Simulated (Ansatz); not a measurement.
# AlClH7NSSi2: the cost of one run

All numbers below are computed with Ansatz 0.2.0 (RKS B3LYP/STO-3G).

### 1 Starting point

Bond lengths: N1–Si2 1.772 Å, Si2–Si3 2.205 Å, Si2–Cl4 2.093 Å, Si2–S5 2.148 Å, S5–Al6 2.289 Å, N1–H7 0.999 Å, N1–H8 1.085 Å, Si3–H9 1.530 Å, Si3–H10 1.482 Å, Si3–H11 1.468 Å, Al6–H12 1.587 Å, Al6–H13 1.549 Å. Angles (14 of 19 angles, heavy atoms first): N1–Si2–Si3 107.6°, N1–Si2–Cl4 111.4°, N1–Si2–S5 112.3°, Si3–Si2–Cl4 106.7°, Si3–Si2–S5 110.7°, Cl4–Si2–S5 108.0°, Si2–S5–Al6 95.1°, Si2–N1–H7 108.8°, Si2–N1–H8 102.8°, Si2–Si3–H9 110.6°, Si2–Si3–H10 110.8°, Si2–Si3–H11 110.9°, S5–Al6–H12 120.8°, S5–Al6–H13 120.4°.

Coordinates:

```xyz
13

N    -1.5842   -0.8683   -0.1769
Si   -0.2109   -0.1112   -1.0027
Si    1.6344   -0.9385   -0.1237
Cl   -0.1806   -0.5991   -3.0376
S    -0.2394    2.0298   -0.8353
Al   -0.4715    2.0546    1.4416
H    -1.5809   -1.8473   -0.3778
H    -2.4387   -0.4281   -0.6794
H     1.7130   -0.6127    1.3688
H     2.8328   -0.3372   -0.7542
H     1.6783   -2.3976   -0.2768
H    -1.9087    1.9968    2.1116
H     0.7768    2.0239    2.3574
```

### 2 Relaxing end A

Contents of input.yaml:

```yaml
crystal:
  periodic: [false, false, false]
  atoms:
    - { symbol: "N", position_ang: [-1.5842, -0.8683, -0.1769] }
    - { symbol: Si, position_ang: [-0.2109, -0.1112, -1.0027] }
    - { symbol: Si, position_ang: [1.6344, -0.9385, -0.1237] }
    - { symbol: Cl, position_ang: [-0.1806, -0.5991, -3.0376] }
    - { symbol: S, position_ang: [-0.2394, 2.0298, -0.8353] }
    - { symbol: Al, position_ang: [-0.4715, 2.0546, 1.4416] }
    - { symbol: H, position_ang: [-1.5809, -1.8473, -0.3778] }
    - { symbol: H, position_ang: [-2.4387, -0.4281, -0.6794] }
    - { symbol: H, position_ang: [1.713, -0.6127, 1.3688] }
    - { symbol: H, position_ang: [2.8328, -0.3372, -0.7542] }
    - { symbol: H, position_ang: [1.6783, -2.3976, -0.2768] }
    - { symbol: H, position_ang: [-1.9087, 1.9968, 2.1116] }
    - { symbol: H, position_ang: [0.7768, 2.0239, 2.3574] }
basis:
  gaussian: { orbitals: STO-3G }
hamiltonian:
  xc: b3lyp
relax:
  f_tol: 0.015
  max_steps: 40
```

Launch:

```
> ansatz run input.yaml --threads 1 --pin off --max-ram 2048MiB --backend cpu --events-out ev --progress --plain --runs-dir out
```

What time and memory should one allow on 1 thread of Intel Xeon 6975P-C (Granite Rapids), shared host?

About 65 s, with a peak of 0.21 GiB.
